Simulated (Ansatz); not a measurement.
Crystal: CsLiCr2Te2S3.

```
Cs Li Cr Te S
1.0
     3.60358    0.00000    0.00000
    -1.80179    3.12079    0.00000
     0.00000    0.00000   19.06651
Cs Li Cr Te S
1 1 2 2 3
Direct
  0.00000 0.00000 0.37399
  0.66667 0.33333 0.01607
  0.00000 0.00000 0.86637
  0.33333 0.66667 0.16833
  0.33333 0.66667 0.53891
  0.66667 0.33333 0.77276
  0.00000 0.00000 0.10030
  0.33333 0.66667 0.92920
  0.66667 0.33333 0.23408
```

The cell was built by a generator and needn't be a form met in nature.

Base run:

```yaml
Program: Ansatz 0.2.0
Functional: PBEsol
Potentials_or_basis: Ansatz PAW
Cutoff: 420 eV
Density_cutoff: 1680 eV
k_mesh: 9 × 9 × 2
Occupations: fermi-dirac, width 0.05 eV
Spin: collinear spin, ferromagnetic start
Starting_moments: "[0.0, 0.0, 3.0, 3.0, 0.0, 0.0, 0.0, 0.0, 0.0] μB"
```

Its results: band gap on the k mesh none (metal or under the smearing width); pressure -2.9 GPa; net moment 5.64 μB per cell; site moments Cs +0.00; Li -0.01; Cr +2.58, +2.74; Te -0.01, -0.15; S -0.05, -0.06 μB; largest force 0.337 eV/Å.

**Question.** After a change of settings the same cell gave: band gap on the k mesh none (metal or under the smearing width); pressure 0.2 GPa; net moment 5.63 μB per cell; site moments Cs -0.00; Li -0.01; Cr +2.79, +2.82; Te -0.15, -0.16; S -0.06, -0.07 μB; largest force 0.234 eV/Å. Which change was it?
A. functional from PBEsol to BLYP
B. functional from PBEsol to PBE; hubbard terms from none to Cr d U = 4 eV; hubbard projectors from none to ortho-atomic (the default)
C. functional from PBEsol to r2SCAN; cutoff from 420 eV to 500 eV; density cutoff from 1680 eV to 2000 eV
D. functional from PBEsol to revPBE

**Answer.** C.

Caveats: only a ferromagnetic start was run, and an antiferromagnetic order may lie lower in energy; the PAW data sets come from PBE, with cores solved anew for the run's functional, which leaves a small shift of forces and pressure; the magnetic or orbital state may not be the lowest (some runs).

Not every run made on this cell is shown here.
